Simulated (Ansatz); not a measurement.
# CH₈AlBSi: one species, many methods

An exercise on one series of results from a longer session: the logs are not shown, and one member is left open.

The runs use Ansatz 0.2.0, Gaussian basis; functionals in def2-TZVPP, the program's frozen cores in correlated methods.

Levels to be run: LDA (SPW92), PBE-D4, revPBE-D4, BLYP-D4, r2SCAN-D4, B97M-V, PBE0-D4, B3LYP-D4, r2SCANh-D4, r2SCAN0-D4, HSE06-D4, BHLYP-D4, CAM-B3LYP-D4, LC-ωPBE, ωB97X-V, ωB97M-V, B2PLYP, PBE-QIDH; CCSD(T)/def2-SVP; CCSD(T)/def2-TZVPP; RPA on PBE.

1 further run of the same task is left out (it didn't finish).

### Structure used throughout

All runs share one geometry, relaxed beforehand with PBE0-D4 in a triple-zeta def2 set.

12 atoms, charge 0, spin multiplicity 1.

Atoms are counted from 1 here; the program's logs count them from 0.

Bond lengths: B1–Si2 1.855 Å, B1–Al3 2.181 Å, B1–H5 1.192 Å, B1–H6 1.237 Å, Si2–Al3 2.748 Å, Si2–H7 1.484 Å, Si2–H8 1.484 Å, Al3–C4 1.949 Å, Al3–H9 1.588 Å, C4–H10 1.096 Å, C4–H11 1.091 Å, C4–H12 1.094 Å. Angles: Si2–B1–Al3 85.4°, Si2–B1–H5 123.0°, Si2–B1–H6 119.3°, Al3–B1–H5 111.7°, Al3–B1–H6 65.3°, H5–B1–H6 117.2°, B1–Si2–Al3 52.3°, B1–Si2–H7 126.0°, B1–Si2–H8 122.6°, Al3–Si2–H7 93.5°, Al3–Si2–H8 123.9°, H7–Si2–H8 111.0°, B1–Al3–Si2 42.3°, B1–Al3–C4 114.1°, B1–Al3–H9 120.8°, Si2–Al3–C4 137.5°, Si2–Al3–H9 97.5°, C4–Al3–H9 121.9° and more.

Coordinates:

```mol
CH8AlBSi
  3D, bonds by distance, orders not assigned

 12 12  0  0  0  0  0  0  0  0999 V2000
   -1.1790    0.9989   -0.3094 B   0  0
   -1.8631    0.3442    1.2863 Si  0  0
    0.6923    0.0688    0.3147 Al  0  0
    1.5936   -0.9322   -1.0946 C   0  0
   -1.5321    0.6043   -1.3778 H   0  0
   -0.2059    1.7618   -0.2826 H   0  0
   -1.4031    0.7100    2.6492 H   0  0
   -2.8522   -0.7603    1.3380 H   0  0
    1.4625    0.5803    1.6064 H   0  0
    1.8642   -1.9272   -0.7231 H   0  0
    0.9741   -1.0637   -1.9834 H   0  0
    2.5255   -0.4403   -1.3897 H   0  0
  1  2  8  0
  1  3  8  0
  1  5  8  0
  1  6  8  0
  2  3  8  0
  2  7  8  0
  2  8  8  0
  3  4  8  0
  3  9  8  0
  4 10  8  0
  4 11  8  0
  4 12  8  0
M  END
```

Set-up of the first run:

File in.yaml:

```yaml
crystal:
  periodic: [false, false, false]
  atoms:
    - {symbol: B, position_ang: [-1.179046, 0.998910, -0.309403]}
    - {symbol: Si, position_ang: [-1.863082, 0.344232, 1.286269]}
    - {symbol: Al, position_ang: [0.692345, 0.068753, 0.314720]}
    - {symbol: C, position_ang: [1.593619, -0.932218, -1.094597]}
    - {symbol: H, position_ang: [-1.532099, 0.604266, -1.377815]}
    - {symbol: H, position_ang: [-0.205877, 1.761811, -0.282576]}
    - {symbol: H, position_ang: [-1.403051, 0.710021, 2.649169]}
    - {symbol: H, position_ang: [-2.852161, -0.760273, 1.337998]}
    - {symbol: H, position_ang: [1.462525, 0.580312, 1.606380]}
    - {symbol: H, position_ang: [1.864187, -1.927160, -0.723113]}
    - {symbol: H, position_ang: [0.974072, -1.063669, -1.983427]}
    - {symbol: H, position_ang: [2.525469, -0.440286, -1.389706]}
basis:
  gaussian: {orbitals: def2-TZVPP}
hamiltonian: {xc: lda}
output: {orbitals: {seedname: orbitals}}
```

The run is started by

```console
$ ansatz run in.yaml --threads 2 --pin off --events-out ev --progress --plain --max-ram 4352MiB
```

Steps of the session up to this table: LDA; PBE-D4 (GGA); revPBE-D4 (GGA); BLYP-D4 (GGA); r2SCAN-D4 (meta-GGA); B97M-V (meta-GGA); B3LYP-D4 (hybrid); r2SCANh-D4 (hybrid); r2SCAN0-D4 (hybrid); HSE06-D4 (hybrid); BHLYP-D4 (hybrid); CAM-B3LYP-D4 (range-separated); LC-ωPBE (range-separated); ωB97X-V (range-separated); ωB97M-V (range-separated); B2PLYP (double hybrid); PBE-QIDH (double hybrid).

One table of the session follows, with a row left open; its other results are not shown here.

It belongs to the step «Frontier levels by functional». 

| functional | HOMO (eV) | LUMO (eV) | gap (eV) |
| --- | --- | --- | --- |
| LDA (SPW92) | -5.99 | -2.96 | 3.04 |
| PBE-D4 | -5.87 | -2.75 | 3.12 |
| revPBE-D4 | -5.82 | -2.66 | 3.15 |
| BLYP-D4 | ? | ? | ? |
| r2SCAN-D4 | -6.04 | -2.59 | 3.46 |
| B97M-V | -6.12 | -2.63 | 3.48 |
| PBE0-D4 | -6.76 | -1.96 | 4.81 |
| B3LYP-D4 | -6.56 | -2.08 | 4.47 |
| r2SCANh-D4 | -6.38 | -2.30 | 4.08 |
| r2SCAN0-D4 | -6.88 | -1.87 | 5.01 |
| HSE06-D4 | -6.38 | -2.33 | 4.05 |
| BHLYP-D4 | -7.49 | -1.00 | 6.48 |
| CAM-B3LYP-D4 | -7.89 | -0.88 | 7.01 |
| LC-ωPBE | -9.14 | 0.09 | 9.23 |
| ωB97X-V | -8.84 | 0.05 | 8.89 |
| ωB97M-V | -8.68 | -0.14 | 8.54 |

Estimate the missing values for BLYP-D4.

Worked estimate for «HOMO (eV)». Against the share of exact exchange, B3LYP-D4 (0.2, -6.56), BHLYP-D4 (0.5, -7.49) give a slope of -3.10 per unit share; at 0 the line stands at -5.94.

As computed: HOMO (eV): -5.68; LUMO (eV): -2.55; gap (eV): 3.12. In «HOMO (eV)» the line misses by -0.26.
